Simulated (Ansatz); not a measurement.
# C2H6GeOS: the cost of one run

Program: Ansatz 0.2.0, Gaussian basis. Level of theory: functionals in def2-TZVPP, the program's frozen cores in correlated methods. These are calculated values, not measurements.

Plan: PBE-D4, r2SCAN-D4, PBE0-D4, B3LYP-D4, ωB97X-V, ωB97M-V, B2PLYP; CCSD(T)/def2-TZVPP; MP2/def2-QZVPP; extrapolation to the limit.

### 1 The geometry

An earlier PBE0-D4 in a triple-zeta def2 set relaxation fixed the geometry.

SMILES `CC(=S)[O][GeH3]`, 11 atoms, charge 0, spin multiplicity 1.

Atoms are counted from 1 here; the program's logs count them from 0.

Bond lengths: C1–C2 1.498 Å, C1–H6 1.096 Å, C1–H7 1.096 Å, C1–H8 1.086 Å, C2–S3 1.626 Å, C2–O4 1.326 Å, O4–Ge5 1.813 Å, Ge5–H9 1.527 Å, Ge5–H10 1.534 Å, Ge5–H11 1.534 Å. Angles: C2–C1–H6 110.3°, C2–C1–H7 110.3°, C2–C1–H8 110.7°, H6–C1–H7 107.5°, H6–C1–H8 109.0°, H7–C1–H8 109.0°, C1–C2–S3 123.3°, C1–C2–O4 116.3°, S3–C2–O4 120.4°, C2–O4–Ge5 127.9°, O4–Ge5–H9 101.9°, O4–Ge5–H10 108.5°, O4–Ge5–H11 108.5°, H9–Ge5–H10 112.8°, H9–Ge5–H11 112.8°, H10–Ge5–H11 111.7°.

As a file:

```
C    -0.59898   -1.07739    0.70369
C     0.86182   -0.76801    0.58844
S     2.02280   -1.66463    1.29011
O     1.18152    0.29914   -0.13124
Ge    0.06388    1.43673   -0.99341
H    -1.13081   -0.23500    1.15991
H    -1.03166   -1.24241   -0.28934
H    -0.75646   -1.96439    1.30953
H     1.04265    2.42759   -1.61839
H    -0.86174    2.08852    0.04187
H    -0.72772    0.64284   -2.04057
```

### 2 PBE-D4 (GGA)

The input, in.yaml:

```yaml
crystal:
  periodic: [false, false, false]
  atoms:
    - {symbol: C, position_ang: [-0.598982, -1.077389, 0.703689]}
    - {symbol: C, position_ang: [0.861824, -0.768006, 0.588436]}
    - {symbol: S, position_ang: [2.022799, -1.664631, 1.290105]}
    - {symbol: O, position_ang: [1.181517, 0.299144, -0.131236]}
    - {symbol: Ge, position_ang: [0.063876, 1.436725, -0.993414]}
    - {symbol: H, position_ang: [-1.130808, -0.235001, 1.159909]}
    - {symbol: H, position_ang: [-1.031663, -1.242412, -0.289337]}
    - {symbol: H, position_ang: [-0.756456, -1.964389, 1.309532]}
    - {symbol: H, position_ang: [1.042647, 2.427594, -1.618387]}
    - {symbol: H, position_ang: [-0.861739, 2.088523, 0.041873]}
    - {symbol: H, position_ang: [-0.727715, 0.642842, -2.040570]}
basis:
  gaussian: {orbitals: def2-TZVPP}
hamiltonian: {xc: pbe, dispersion: d4}
output: {forces: true, orbitals: {seedname: orbitals}}
```

Run with:

```
$ ansatz run in.yaml --threads 4 --pin off --events-out ev --progress --plain --max-ram 10444MiB
```

Q: Estimate wall time and peak memory on 4 threads of Intel Xeon at 2.50GHz, shared host.

About 12 s, with a peak of 0.4 GiB.
